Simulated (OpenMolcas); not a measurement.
**Ho⁺: CASSCF and CASPT2 terms and fine-structure levels**

Aim: the low terms and levels of Ho⁺, with their order and spacing, then second-order correlation.

The numbers are computed with OpenMolcas 26.06 (state-averaged CASSCF and CASPT2, spin-orbit coupling by RASSI with atomic mean-field integrals), except any that are marked as measured or tabulated.

### 1 What is computed

| Property | Result |
| --- | --- |
| Species | Ho⁺ (holmium, Z = 67, 66 electrons) |
| Basis | ANO-RCC-VTZP [8s7p5d3f2g1h], 104 functions |
| Scalar Hamiltonian | DKH2, point nucleus |
| Inactive shells | 1s 2s 2p 3s 3p 3d 4s 4p 4d 5s 5p 6s |
| Active space | 10 electrons in 7 orbitals (4f) |
| Some configurations of this space | 4f¹⁰ 6s² |
| Orbitals | optimised for each spin and parity, averaged over all roots |

Outer shells as boxes (Hund's rule):

4f10 6s2
```
4f [↑↓][↑↓][↑↓][↑ ][↑ ][↑ ][↑ ]
6s [↑↓]
```

Each step is its own input file, run in one work folder so that later steps find the files of earlier ones. Labels, J, g values, rates, χT and fits are worked out afterwards by a script from the matrices that RASSI stores.

### 2 GATEWAY and SEWARD: basis and integrals

Input file a.inp:

```
&GATEWAY
Coord
1

Ho 0.0 0.0 0.0
Basis=ANO-RCC-VTZP
Group=XYZ
NoMove
AngMom=0.0 0.0 0.0
AMFI
&SEWARD
```

Command:

```
> OMP_NUM_THREADS=1 MOLCAS_MEM=2252 MOLCAS_PROJECT=a pymolcas a.inp > a.log
```

### 3 Reference wave functions, quintets of even parity, 35 roots

Input file a.inp:

```
&RASSCF
FileOrb=start.orb
Symmetry=1
Spin=5
nActEl=10 0 0
Inactive=16 12
Ras2=0 7
CIRoot=35 35 1
SDav=35
CIMx=300
Iter=120 100
PrWF=0.3
OrbListing=Nothing
MaxOrb=0
Atom
>>> COPY $Project.JobIph JOB001
```

start.orb holds the contracted functions of the basis, ordered by shell, or the orbitals of the step before.

### 4 CASSCF: triplets of even parity, 210 roots

Input file a.inp:

```
&RASSCF
FileOrb=start.orb
Symmetry=1
Spin=3
nActEl=10 0 0
Inactive=16 12
Ras2=0 7
CIRoot=210 210 1
SDav=210
CIMx=300
Iter=120 100
PrWF=0.3
OrbListing=Nothing
MaxOrb=0
Atom
>>> COPY $Project.JobIph JOB002
```

### 5 CASSCF: singlets of even parity, 196 roots

Input file a.inp:

```
&RASSCF
FileOrb=start.orb
Symmetry=1
Spin=1
nActEl=10 0 0
Inactive=16 12
Ras2=0 7
CIRoot=196 196 1
SDav=196
CIMx=300
Iter=120 100
PrWF=0.3
OrbListing=Nothing
MaxOrb=0
Atom
>>> COPY $Project.JobIph JOB003
```

### 6 State interaction with spin-orbit coupling

Input file a.inp:

```
&RASSI
NrOfJobIphs=3 30 99 22
1 2 3 4 5 6 7 8 9 10 11 12 13 14 15 16 17 18 19 20 21 22 23 24 25 26 27
28 29 30
1 2 3 4 5 6 7 8 9 10 11 12 13 14 15 16 17 18 19 20 21 22 23 24 25 26 27
28 29 30 31 32 33 34 35 36 37 38 39 40 41 42 43 44 45 46 47 48 49 50 51
52 53 54 55 56 57 58 59 60 61 62 63 64 65 66 67 68 69 70 71 72 73 74 75
76 77 78 79 80 81 82 83 84 85 86 87 88 89 90 91 92 93 94 95 96 97 98 99
1 2 3 4 5 6 7 8 9 10 11 12 13 14 15 16 17 18 19 20 21 22
IphNames
JOB001
JOB002
JOB003
EJob
SpinOrbit
DIPRint=1.0
SOCoupling=1000.0
Subsets=2
MEES
Property=10
'ANGMOM' 1 'ANGMOM' 2 'ANGMOM' 3 'MLTPL  1' 1 'MLTPL  1' 2 'MLTPL  1' 3
'AMFI' 1 'AMFI' 2 'AMFI' 3 'MLTPL  2' 6
SOProperty=3
'ANGMOM' 1 'ANGMOM' 2 'ANGMOM' 3
```

### 7 CASPT2: IPEA 0.25, imaginary shift 0.1 (closed shells correlated: 5s 5p 6s)

Input file a.inp:

```
>>> COPY JOB001 $Project.JobIph
&CASPT2
Multistate=30 1 2 3 4 5 6 7 8 9 10 11 12 13 14 15 16 17 18 19 20 21 22
23 24 25 26 27 28 29 30
Frozen=14 9
IPEA=0.25
Imaginary=0.1
MaxIter=60
WThr=0.0 0.3 0.05
PrWF=0.5
NoMix
>>> COPY JOB002 $Project.JobIph
&CASPT2
Multistate=99 1 2 3 4 5 6 7 8 9 10 11 12 13 14 15 16 17 18 19 20 21 22
23 24 25 26 27 28 29 30 31 32 33 34 35 36 37 38 39 40 41 42 43 44 45 46
47 48 49 50 51 52 53 54 55 56 57 58 59 60 61 62 63 64 65 66 67 68 69 70
71 72 73 74 75 76 77 78 79 80 81 82 83 84 85 86 87 88 89 90 91 92 93 94
95 96 97 98 99
NoMult
Frozen=14 9
IPEA=0.25
Imaginary=0.1
MaxIter=60
WThr=0.0 0.3 0.05
PrWF=0.5
NoMix
>>> COPY JOB003 $Project.JobIph
&CASPT2
Multistate=22 1 2 3 4 5 6 7 8 9 10 11 12 13 14 15 16 17 18 19 20 21 22
Frozen=14 9
IPEA=0.25
Imaginary=0.1
MaxIter=60
WThr=0.0 0.3 0.05
PrWF=0.5
NoMix
```

(Steps that only read results are left out.)

Before running it: what results should come out? Wanted: lowest level; first excited level; lowest level of another term; spin-orbit lowering of the lowest level; strongest of the lines computed, by gA.

The runs gave:

```
                                                                                      quantity                                                                           value
                                                                                        method  SS-CASPT2, IPEA 0.25, imaginary shift 0.1 (closed shells correlated: 5s 5p 6s)
                                                                                  lowest level                                      4f¹⁰ 6s² ⁵I₈, 94 % of that term, g = 1.242
                                                                   ground level listed by NIST                                                                    (15/2,1/2)°8
                                                                           first excited level                                                        4f¹⁰ 6s² ⁵I₇ at 0.640 eV
                                                                  lowest level of another term                                                        4f¹⁰ 6s² ⁵F₅ at 2.148 eV
                                                       spin-orbit lowering of the lowest level                                                                       1.0004 eV
strongest of the lines computed, by gA (one parity, so forbidden lines), at SS-CASPT2 energies                         4f¹⁰ 6s² ³K₈ → 4f¹⁰ 6s² ⁵I₈, 447.2 nm, A = 2.17e+01 s⁻¹
```

Cost and accuracy by method:

```csv
method,time of its own steps,time with the reference,mean absolute difference from method B (cm-1)
A. CASSCF,1.7 min,1.7 min,1700
"B. SS-CASPT2, IPEA 0.25, imaginary shift 0.1, +5s 5p 6s",2.1 min,3.9 min,0
```

Times are of one thread on a shared host.

What this shows: The multiplet ⁵I is inverted; its intervals divided by the larger J differ by 40 % of their mean, where Landé's rule for pure LS coupling makes them equal. Second-order correlation (method B) scales the levels of the lowest configuration above 5000 cm⁻¹ by 0.84 to 1.01. Only the configurations of the active space and the roots asked for are present. Not all states of the active space went into the spin-orbit step. CASPT2 does not keep the components of a term degenerate, and the means are used. High states of lower spin are left out of the spin-orbit mixing. The free ion's ground configuration, as NIST lists it, lies outside this active space, so the lowest level here need not be the ground level. Levels of other configurations are missing from the list.
